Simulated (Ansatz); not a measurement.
What does this script print? It uses Ansatz 0.2.0, Python API.

`bde.py`
```python
# -*- coding: utf-8 -*-
import ansatz


def single_point(molecule, charge=0, unpaired=0):
    calc = (
        molecule.calculation()
        .basis(gaussian="cc-pVDZ")
        .functional("PBE")
    )
    if charge:
        calc = calc.charge(charge)
    if unpaired:
        calc = calc.spin("collinear", total=unpaired)
    report = calc.run(threads=1).report
    if report["published_state_doubts"]:
        print("  doubts:", report["published_state_doubts"])
    return report["free_energy_ev"]

def without(molecule, index):
    rest = ansatz.Crystal.molecule()
    for i, site in enumerate(molecule.cartesian_sites):
        if i != index:
            rest = rest.atom(site.symbol, site.position_ang)
    return rest


def main():
    geometry_ang = [
        ("C", (-0.4847, 2.0101, -0.0506)),
        ("N", (-1.0587, 0.9507, 0.3786)),
        ("C", (-0.488, -0.3456, 0.2657)),
        ("C", (-1.0315, -1.3829, 0.7747)),
        ("Ge", (1.2692, -0.6398, -0.5732)),
        ("H", (-1.0697, 3.0011, 0.0626)),
        ("H", (0.4547, 2.0791, -0.5533)),
        ("H", (-0.6459, -2.3721, 0.7147)),
        ("H", (-2.0671, -1.2495, 1.2939)),
        ("H", (1.6414, -2.1355, -0.4831)),
        ("H", (1.1938, -0.1664, -2.0113)),
        ("H", (2.3636, 0.1958, 0.2154)),
    ]
    molecule = ansatz.Crystal.molecule()
    for symbol, xyz in geometry_ang:
        molecule = molecule.atom(symbol, xyz)

    whole = single_point(molecule, 0)
    hydrogen = single_point(ansatz.Crystal.molecule().atom("H", (0, 0, 0)), 0, 1)
    print(f"E(molecule) = {whole:.5f} eV, E(H) = {hydrogen:.5f} eV")
    for index in [6, 8, 11]:
        radical = single_point(without(molecule, index), 0, 1)
        print(f"H{index}: homolysis {96.485332 * (radical + hydrogen - whole):.1f} kJ/mol")
        anion = single_point(without(molecule, index), -1)
        print(f"H{index}: loss of a proton {96.485332 * (anion - whole):.1f} kJ/mol")


if __name__ == "__main__":
    main()
```

Output of `python bde.py`:
```text
E(molecule) = -61215.68844 eV, E(H) = -13.56836 eV
H6: homolysis 404.2 kJ/mol
H6: loss of a proton 1679.4 kJ/mol
H8: homolysis 459.8 kJ/mol
H8: loss of a proton 1709.7 kJ/mol
H11: homolysis 347.3 kJ/mol
H11: loss of a proton 1582.2 kJ/mol
```

Total energies depend on the basis set; only differences at equal settings carry meaning. The geometry is a force-field or estimated start, not a minimum of this method, and the basis set is short of its limit. All parts are taken at fixed geometry, without zero-point energy. This functional overbinds, so such energies come out a few per cent too high (LDA far more). Anions want diffuse functions, which this basis lacks. Timing: 41 s on 1 thread of Arm Neoverse V1, on a shared host, peak memory 0.25 GiB.

(A comment or docstring line of the script was reworded after the run, the code is as it ran; lines on the test bed's own set-up are left out of the output.)
